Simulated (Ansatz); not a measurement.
# C₂HBr₂F: one species, many methods

One table from this session's results is given with a row withheld; the runs are named, their logs left out.

The runs use Ansatz 0.2.0, Gaussian basis; functionals in def2-TZVPP, the program's frozen cores in correlated methods.

The runs, in order: PBE-D4, r2SCAN-D4, PBE0-D4, B3LYP-D4, ωB97X-V, ωB97M-V, B2PLYP; CCSD(T)/def2-TZVPP; MP2/def2-QZVPP; extrapolation to the limit.

### The geometry

The geometry comes from an earlier relaxation with PBE0-D4 in a triple-zeta def2 set; it is a stationary point.

SMILES `F/C(Br)=C/Br`, 6 atoms, charge 0, spin multiplicity 1.

Atoms are counted from 1 here; the program's logs count them from 0.

Bond lengths: F1–C2 1.326 Å, C2–Br3 1.858 Å, C2–C4 1.324 Å, C4–Br5 1.857 Å, C4–H6 1.081 Å. Angles: F1–C2–Br3 113.1°, F1–C2–C4 120.0°, Br3–C2–C4 126.9°, C2–C4–Br5 124.6°, C2–C4–H6 119.5°, Br5–C4–H6 115.9°.

The first run:

Contents of in.yaml:

```yaml
crystal:
  periodic: [false, false, false]
  atoms:
    - {symbol: F, position_ang: [0.642352, -1.197715, 1.247993]}
    - {symbol: C, position_ang: [0.360673, -0.525965, 0.140360]}
    - {symbol: Br, position_ang: [1.154607, -1.253638, -1.374281]}
    - {symbol: C, position_ang: [-0.415791, 0.544569, 0.194432]}
    - {symbol: Br, position_ang: [-0.890374, 1.576668, -1.274545]}
    - {symbol: H, position_ang: [-0.816667, 0.864980, 1.146142]}
basis:
  gaussian: {orbitals: def2-TZVPP}
hamiltonian: {xc: pbe, dispersion: d4}
output: {forces: true, orbitals: {seedname: orbitals}}
```

Steps of the session up to this table: PBE-D4 (GGA); r2SCAN-D4 (meta-GGA); PBE0-D4 (hybrid); B3LYP-D4 (hybrid); ωB97X-V (range-separated); ωB97M-V (range-separated); B2PLYP (double hybrid); CCSD(T) in def2-TZVPP; MP2 in def2-QZVPP.

One table of the session follows, with a row left open; its other results are not shown here.

It belongs to the step «Atomisation energies». 

```
            method  atomisation energy (kcal/mol)
            PBE-D4                          533.0
         r2SCAN-D4                          509.0
           PBE0-D4                          511.5
          B3LYP-D4                          498.3
           ωB97X-V                              ?
           ωB97M-V                          501.0
            B2PLYP                          494.3
     HF/def2-TZVPP                          325.9
    MP2/def2-TZVPP                          510.5
   CCSD/def2-TZVPP                          470.6
CCSD(T)/def2-TZVPP                          485.7
           MP2/CBS                          527.7
       CCSD(T)/CBS                          502.9
```

**Question.** Estimate the row for ωB97X-V.

As computed: atomisation energy (kcal/mol): 501.2. In the column «atomisation energy (kcal/mol)» it lies between ωB97M-V (501.0) and CCSD(T)/CBS (502.9).
